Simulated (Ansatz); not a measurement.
# TiAl5N6: the cost of one run

Computed with Ansatz 0.2.0 (DFT PBE, scalar-relativistic, plane waves, PAW, unless a step's input says otherwise).

## 1. The system as given

The structure is orthorhombic, space group Pmmm (No. 47). The conventional cell has a = 3.312 Å, b = 4.683 Å, c = 9.935 Å, α = 90.00°, β = 90.00°, γ = 90.00°. Ti (site symmetry mmm) is surrounded by 6 N at 2.34 Å. Al (site symmetry mm2) has 6 N at 2.34 Å as nearest neighbours. Al (site symmetry mmm) is surrounded by 6 N at 2.34 Å. Around N (site symmetry mm2) lie 6 Al at 2.34 Å. Around N (site symmetry mmm) lie 6 Al at 2.34 Å. N (site symmetry mm2) has 4 Al at 2.34 Å and 2 Ti at 2.34 Å as nearest neighbours. Around N (site symmetry mmm) lie 2 Ti at 2.34 Å and 4 Al at 2.34 Å.

As a file:

```cif
data_structure
_symmetry_space_group_name_H-M 'Pmmm'
_symmetry_Int_Tables_number 47
_cell_length_a 3.3115
_cell_length_b 4.6832
_cell_length_c 9.9346
_cell_angle_alpha 90.000
_cell_angle_beta 90.000
_cell_angle_gamma 90.000
_cell_volume 154.07
loop_
_atom_site_label
_atom_site_type_symbol
_atom_site_symmetry_multiplicity
_atom_site_Wyckoff_symbol
_atom_site_fract_x
_atom_site_fract_y
_atom_site_fract_z
_atom_site_occupancy
Ti1 Ti 1 a 0.00000 0.00000 0.00000 1
Al1 Al 2 t 0.50000 0.50000 0.16667 1
Al2 Al 2 q 0.00000 0.00000 0.33333 1
Al3 Al 1 h 0.50000 0.50000 0.50000 1
N1 N 2 r 0.00000 0.50000 0.33333 1
N2 N 1 d 0.50000 0.00000 0.50000 1
N3 N 2 s 0.50000 0.00000 0.83333 1
N4 N 1 e 0.00000 0.50000 0.00000 1
```

The start is an ordering of an alloy on its end members' structure types: elements ordered on the sites of the AlN type, Ti/Al on Al (Pmmm, No. 47).

## 2. Probe: one point on a coarse mesh

input.yaml reads:

```yaml
crystal:
  lattice:
    - [3.31153757, 0.0, 0.0]
    - [0.0, 4.68322134, 0.0]
    - [0.0, 0.0, 9.93461271]
  atoms:
    - { symbol: Ti, position: [0.0, 0.0, 0.0], spin: 1.0 }
    - { symbol: Al, position: [0.5, 0.5, 0.16666667] }
    - { symbol: Al, position: [0.0, 0.0, 0.33333333] }
    - { symbol: Al, position: [0.5, 0.5, 0.5] }
    - { symbol: Al, position: [0.0, 0.0, 0.66666667] }
    - { symbol: Al, position: [0.5, 0.5, 0.83333333] }
    - { symbol: "N", position: [0.0, 0.5, 0.33333333] }
    - { symbol: "N", position: [0.5, 0.0, 0.5] }
    - { symbol: "N", position: [0.0, 0.5, 0.66666667] }
    - { symbol: "N", position: [0.5, 0.0, 0.83333333] }
    - { symbol: "N", position: [0.0, 0.5, 0.0] }
    - { symbol: "N", position: [0.5, 0.0, 0.16666667] }
basis:
  ecutwfc: 420
kpoints:
  mp_grid: { grid: [6, 4, 2] }
hamiltonian:
  xc: pbe
scf:
  occupations: { method: gaussian, width: 0.1 }
  lower_state_search: "off"
output:
  forces: true
  stress: true
  eigenvalues: true
  populations: true
magnetization:
  spin_polarized: true
```

On the command line:

```bash
$ ansatz run input.yaml --threads 1 --pin off --max-ram 2560MiB --backend cpu --events-out ev --progress --plain --runs-dir out
```

Q: Estimate wall time and peak memory on 1 thread of Arm Neoverse V2, shared host.

About 50 s, with a peak of 0.53 GiB.
